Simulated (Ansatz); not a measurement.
This script for Ansatz 0.2.0 through its Python package starts 3 runs on Ge, space group Cmmm. What input does the engine get in each?

Script `xc_ge.py`:
```python
"""One structure of Ge under several functionals."""

import ansatz as az
from tabulate import tabulate

params = {
    "cutoff_ev": 470,
    "kmesh": (11, 11, 10),
    "occupations": "methfessel_paxton",
    "sigma": 0.1,
}

lattice = az.Lattice.of(
    [1.397149, -2.600516, 0.0],
    [1.397149, 2.600516, 0.0],
    [0.0, 0.0, 2.698231],
)
sites = [
    ("Ge", [0.5, 0.5, 0.0]),
]
crystal = az.Crystal(lattice=lattice)
for symbol, position in sites:
    crystal = crystal.atom(symbol, position)

setup = (
    crystal.calculation()
    .basis(params["cutoff_ev"])
    .kpoints(mesh=params["kmesh"])
    .occupations(params["occupations"], width=params["sigma"])
)

rows = []
for value in ["blyp", "lda", "pbesol"]:
    data = setup.functional(value).run().report
    rows.append((value, data["free_energy_ev"] / len(data["lattice"]["sites"]), data["n_iterations"], data["n_kpoints"]))

print(tabulate(rows, headers=["functional", "F/atom (eV)", "iterations", "k-points"], floatfmt=".4f", tablefmt="github"))
```

Run 1:
```yaml
crystal:
  lattice:
    - [1.397149, -2.600516, 0.0]
    - [1.397149, 2.600516, 0.0]
    - [0.0, 0.0, 2.698231]
  atoms:
    - { symbol: Ge, position: [0.5, 0.5, 0.0] }
basis:
  ecutwfc: 470.0
kpoints:
  mp_grid:
    grid: [11, 11, 10]
hamiltonian:
  xc: blyp
scf:
  occupations:
    method: methfessel_paxton
    width: 0.1
```

Run 2, against run 1:
```diff
-  xc: blyp
+  xc: lda
```

Run 3, against run 1:
```diff
-  xc: blyp
+  xc: pbesol
```

```console
$ python xc_ge.py
| functional   |   F/atom (eV) |   iterations |   k-points |
|--------------|---------------|--------------|------------|
| blyp         |    -4304.7942 |            6 |        216 |
| lda          |    -4215.4843 |            6 |        216 |
| pbesol       |    -4253.2941 |            5 |        216 |
```

What to keep in mind:
- BLYP can be off by several per cent in the lattices of metals, and by several GPa in the pressure at a fixed cell.
- For a metal this k-point mesh is coarse: on a finer one energies can move by several to tens of meV an atom and pressures by half a GPa or more, differences at one mesh by less.
- This isn't the structure that Ge takes at ambient conditions.
- Total energies of different functionals can't be compared; pressures, moments and gaps at this one structure can.
- The whole script took 11 s on 1 thread of Intel(R) Xeon(R) Processor @ 2.30GHz, on a shared host, peak memory 0.5 GiB.
